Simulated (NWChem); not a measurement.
**TlCl (SMILES [Cl][Tl]): TPSSh/def2-SVP (core potential)**

What is the vertical ionisation energy of TlCl at TPSSh/def2-SVP (core potential)? 

The results are computed with NWChem 7.3.0.

## Step 1: The structure to begin with

TlCl: 2 atoms, total charge 0, spin state singlet. As SMILES, `[Cl][Tl]`. The bond length is the measured one.

Bond lengths: Cl1–Tl2 2.485 Å.

## Step 2: A single-point energy at TPSSh/def2-SVP (core potential)

job.nw reads:

```
start job
title "ClTl TPSSh"
memory stack 880 mb heap 220 mb global 1100 mb
geometry units angstroms noautosym nocenter noautoz
   Cl       0.000000       0.000000       0.000000
   Tl       0.000000       0.000000       2.484826
end
basis spherical bse
   Cl library def2-SVP
   Tl library def2-SVP
end
ecp bse
   Tl library def2-SVP
end
dft
   xc xctpssh
   grid coarse
   convergence energy 1e-08
   maxiter 100
   mulliken
   noprint "final vectors analysis"
end
task dft energy
```

Started as:

```sh
$ nwchem job.nw > job.out
```

Output:

```text
[...]
          Wavefunction type:  closed shell.
          No. of atoms     :     2
          No. of electrons :    38
[...]
          Charge           :     0
          Spin multiplicity:     1
[...]
          AO basis - number of functions:    44
[...]
              XC Information
              --------------
                  TPSS hybrid Method XC Functional
                     Hartree-Fock (Exact) Exchange  0.100
                  TPSS metaGGA Exchange Functional  0.900
             TPSS03 metaGGA Correlation Functional  1.000
[...]
 d= 0,ls=0.0,diis     1   -632.5592162494 -7.09D+02  3.98D-02  2.58D-01     1.0
[...]
 d= 0,ls=0.0,diis     8   -632.6088752805 -1.19D-09  3.82D-06  1.69D-08     3.3
         Total DFT energy =     -632.608875280476
      One electron energy =    -1089.668269604745
           Coulomb energy =      424.238273725091
    Exchange-Corr. energy =      -43.206849927890
 Nuclear repulsion energy =       76.027970527068
[...]
      Total Density - Mulliken Population Analysis
     ---------------------------------------------
    Atom       Charge   Shell Charges
 -----------   ------   -------------------------------------------------------
    1 Cl  17    17.40   2.00  1.99  1.24  0.75  5.93  2.11  3.39  0.01
    2 Tl  21    20.60  -0.86  2.91  1.37  0.53  2.60  3.41  0.40  0.18  9.59  0.47
[...]
```

Wall time 3.9 s (1 thread of Intel Xeon Platinum 8488C (Sapphire Rapids), shared host); peak memory 0.11 GiB.

## Step 3: The doublet cation, same level

cltl.nw reads:

```
start cltl
title "ClTl"
memory total 2200 mb
charge 1

geometry noautosym nocenter noautoz
  Cl     0.000000     0.000000     0.000000
  Tl     0.000000     0.000000     2.484826
end

basis spherical bse
  * library def2-SVP
end

ecp bse
  Tl library def2-SVP
end

dft
  xc xctpssh
  mult 2
  grid coarse
  convergence energy 1e-08
  maxiter 100
  mulliken
  print low
end

task dft energy
```

Started as:

```sh
$ nwchem cltl.nw > cltl.out
```

Output:

```text
[...]
 d= 0,ls=0.0,diis     1   -632.0820280262 -7.08D+02  3.58D-02  3.04D-01     1.1
[...]
 d= 0,ls=0.5,diis    22   -632.2318456013 -5.33D-09  6.73D-07  1.51D-09     9.2
[...]
         Total DFT energy =     -632.231845603296
      One electron energy =    -1079.030831008603
           Coulomb energy =      413.700788823240
    Exchange-Corr. energy =      -42.929773945001
 Nuclear repulsion energy =       76.027970527068
[...]
      Total Density - Mulliken Population Analysis
     ---------------------------------------------
    Atom       Charge   Shell Charges
 -----------   ------   -------------------------------------------------------
    1 Cl  17    16.76   2.00  1.99  1.34  0.66  5.93  2.08  2.76  0.01
    2 Tl  21    20.24  -0.86  2.92  1.51  0.43  2.59  3.41  0.19  0.02  9.60  0.42
[...]
      <S2> =      0.7528 (Exact =     0.7500)
[...]
```

Run time: 10 s. Hardware: 1 thread of Intel Xeon Platinum 8488C (Sapphire Rapids), shared host; peak memory 0.11 GiB.

## Step 4: What came out

At TPSSh/def2-SVP (core potential):

```
                                          quantity          value
                        singlet TlCl: total energy  -632.60888 Eh
                       singlet TlCl: dipole moment         3.87 D
                      doublet cation: total energy  -632.23185 Eh
                              doublet cation: ⟨S²⟩          0.753
vertical ionisation energy (to the doublet cation)      10.260 eV
```

What this shows: Removing an electron at fixed nuclei costs 10.26 eV (990 kJ/mol).
